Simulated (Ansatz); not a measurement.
**AlH₃OSe (SMILES [OH][AlH][SeH]): functionals against CCSD(T) at one geometry**

The task here is to estimate one member of a computed series from the others.

The runs use Ansatz 0.2.0, Gaussian basis; single points in def2-TZVPP.

Correlated methods freeze the cores. Filled d shells of the heavier atoms are correlated.

### Where the work starts

SMILES `[OH][AlH][SeH]`, 6 atoms, charge 0, spin multiplicity 1.

Atoms are counted from 1 here; the program's logs count them from 0.

Bond lengths: O1–Al2 1.669 Å, O1–H4 0.928 Å, Al2–Se3 2.281 Å, Al2–H5 1.502 Å, Se3–H6 1.407 Å. Angles: Al2–O1–H4 175.6°, O1–Al2–Se3 120.7°, O1–Al2–H5 117.6°, Se3–Al2–H5 121.7°, Al2–Se3–H6 91.0°.

Geometry (Å):

```tsv
atom	x (Å)	y (Å)	z (Å)
O1	-0.75220	-0.87140	-0.77990
Al2	0.21330	0.45330	-0.46790
Se3	0.96870	0.87120	1.64370
H4	-1.26120	-1.60930	-1.01960
H5	0.60570	1.31760	-1.63140
H6	0.17430	-0.16850	2.16130
```

Set-up of the first run:

File run/in.yaml:

```yaml
crystal:
  periodic: [false, false, false]
  atoms:
    - {symbol: O, position_ang: [-0.752200, -0.871400, -0.779900]}
    - {symbol: Al, position_ang: [0.213300, 0.453300, -0.467900]}
    - {symbol: Se, position_ang: [0.968700, 0.871200, 1.643700]}
    - {symbol: H, position_ang: [-1.261200, -1.609300, -1.019600]}
    - {symbol: H, position_ang: [0.605700, 1.317600, -1.631400]}
    - {symbol: H, position_ang: [0.174300, -0.168500, 2.161300]}
basis:
  gaussian: {orbitals: def2-TZVPP}
correlation: {method: ccsd_t}
output: {forces: true}
```

No record of the launch command was kept for these runs.

Steps of the session up to this table: CCSD(T)/def2-TZVPP; PBE0-D4/def2-TZVPP; wB97M-V/def2-TZVPP; r2SCAN-D4/def2-TZVPP; PBE-D4/def2-TZVPP; HSE06-D4/def2-TZVPP; LC-wPBE/def2-TZVPP.

One of the session's tables, all rows but one given; the rest of the session is left out.

| method | RMS force component (eV/Å) | angle to CCSD(T) forces (°) | dipole (D) |
| --- | --- | --- | --- |
| CCSD(T) | 0.741 | reference | 1.75 |
| PBE0-D4 | 0.788 | 2.6 | 1.70 |
| wB97M-V | 0.727 | 3.7 | 1.76 |
| r2SCAN-D4 | 0.785 | 1.7 | 1.77 |
| PBE-D4 | 0.889 | 8.6 | 1.66 |
| HSE06-D4 | ? | ? | ? |
| LC-wPBE | 0.739 | 6.6 | 1.85 |

**Question.** Estimate the row for HSE06-D4.

The run gave: RMS force component (eV/Å): 0.790; angle to CCSD(T) forces (°): 2.5; dipole (D): 1.70. In the column «RMS force component (eV/Å)» it lies between PBE0-D4 (0.788) and PBE-D4 (0.889).
